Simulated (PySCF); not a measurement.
# RbN: bond curves at several levels of theory

One job finds the state of RbN, follows it along the bond with each method and fits the curves.

Method: Rb def2-TZVPP with ECP28, N def2-TZVPP, scalar-relativistic core potentials; program: PySCF 2.14.0.

### 1 Set-up

Settings of the job:

* atoms: Rb, N
* charge: 0
* basis: Rb def2-TZVPP with ECP28, N def2-TZVPP
* Hamiltonian: scalar-relativistic core potentials
* basis functions: 71
* electrons treated: 16
* masses in u: 84.9118, 14.0031
* levels: PBE0, PBE, r²SCAN, revPBE, r²SCANh, BP86, M06-L, ωB97X, HF, MP2, SCS-MP2, CCSD, CCSD(T)
* grid: 80 radial by 434 angular points
* occupations: held fixed by the projection of orbital angular momentum
* dissociation limit: Rb + N, each in its ground configuration
* starting distance in angstrom: 2.715
* values of 2S to try: 0, 2, 4

Command:

```console
$ OMP_NUM_THREADS=1 python dia.py task.json out
```

Further steps of the session: The PBE0 curve of the state that the search chose; Higher solutions at PBE0; PBE (GGA); r²SCAN (meta-GGA); revPBE (GGA); r²SCANh (hybrid meta-GGA); BP86 (GGA); M06-L (meta-GGA); ωB97X; ROHF (mean field); MP2 and coupled cluster.

**Question.** What will these runs give? Wanted: for each run, Re; ωe; De; μ.

**Answer**, as computed:

Lowest PBE0 solution found, without spin–orbit coupling: ³Σ⁻ (triplet), unpaired electrons π ↑↑. State 2 has its PBE0 minimum 0.14 eV higher. State 3 has its PBE0 minimum 0.57 eV higher, as a spin-mixed determinant (⟨S²⟩ = 1.00), so this is no gap between pure states. State 4 has its PBE0 minimum 0.66 eV higher, as a spin-mixed determinant (⟨S²⟩ = 1.00), so this is no gap between pure states. The other levels ran on the lowest alone.

```
       level  Re (Å)  ωe (cm⁻¹)  De (eV)   μ (D)
        ROHF   2.727        302    -0.90  -10.88
    ROHF-MP2   2.702      296.5    0.377     n/a
ROHF-SCS-MP2   2.711      293.4    0.486     n/a
   ROHF-CCSD   2.733      272.4    0.401     n/a
ROHF-CCSD(T)   2.749      258.8     0.50     n/a
         PBE   2.771      248.8     1.27   -6.51
      revPBE   2.800      238.3     1.18   -6.56
        BP86   2.765      251.4     1.28   -6.68
      r²SCAN   2.786      239.6     0.94   -6.30
       M06-L   2.721      291.7     1.27   -9.85
     r²SCANh   2.780      239.1     0.83   -6.66
        PBE0   2.745      256.2     0.91   -7.49
       ωB97X   2.720      292.0     1.08  -10.03
```

De is counted to Rb + N in their ground configurations. A positive dipole means Rb(−)N(+). ⟨S²⟩ is off the pure value of 2.00 by over a tenth at r²SCAN 2.24, r²SCANh 2.23.

In words: Bond lengths run from 2.702 Å (ROHF-MP2) to 2.800 Å (revPBE). Among the levels with a De in the table, it runs from -0.90 eV (ROHF) to 1.28 eV (BP86).

Correlated steps freeze 1 core orbital. A negative De means that the minimum lies above the separated atoms at that level. T1 is 0.050 near the minimum (highest on the curve 0.091), which may point to more than one leading configuration. Spin–orbit coupling is left out.
